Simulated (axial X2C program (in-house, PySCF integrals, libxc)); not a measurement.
**A two-component session on MoC⁺: EOM-EA-CCSD levels**

Wanted for MoC⁺: EOM-EA-CCSD levels, at the two-component level.

Computed with an in-house X2C program for linear molecules on PySCF integrals. Level: two-component X2C with atomic mean-field terms, Mo dyall-acv3z, C dyall-av3z.

All values are calculated.

## Step 1: Input

File task.json:

```json
{"zs": [42, 6], "q": 1, "bas": ["dyall-acv3z", "dyall-av3z"], "r0": 1.88, "eom": "ea", "thr": -2.0, "nmax": 92, "grid": [1, 0.96, 1.045, 0.92, 1.09, 1.15]}
```

Keys: zs atomic numbers; q charge; bas basis sets; r0 starting distance in Å; eom kind of EOM run; thr threshold in hartree for freezing inner shells (an s shell follows its p shell); nmax most natural virtual spinors; grid distances as factors.

Run with:

```bash
python soeom.py task.json out
```

Further steps of the session: EOM-EA-CCSD at 1.678 Å.

**Question.** What will these runs give? Wanted: next root led by one particle; T1 of the reference.

**Answer**, as computed:

| quantity | value |
| --- | --- |
| lowest root at 1.678 Å | Ω = 3/2, 16.453 eV |
| next root led by one particle | Ω = 5/2, about 1320 cm⁻¹ higher |
| T1 of the reference | 0.034 |

**Reading.** The added electron is bound by 16.45 eV in a spinor of 92% Mo dδ. Errors of 0.1 to 0.3 eV are usual at this size, and roots led by higher excitations are left out, so the list is incomplete, and low states of that kind can be missing. T1 or the largest double amplitude of the reference is raised, which lowers the reliability.
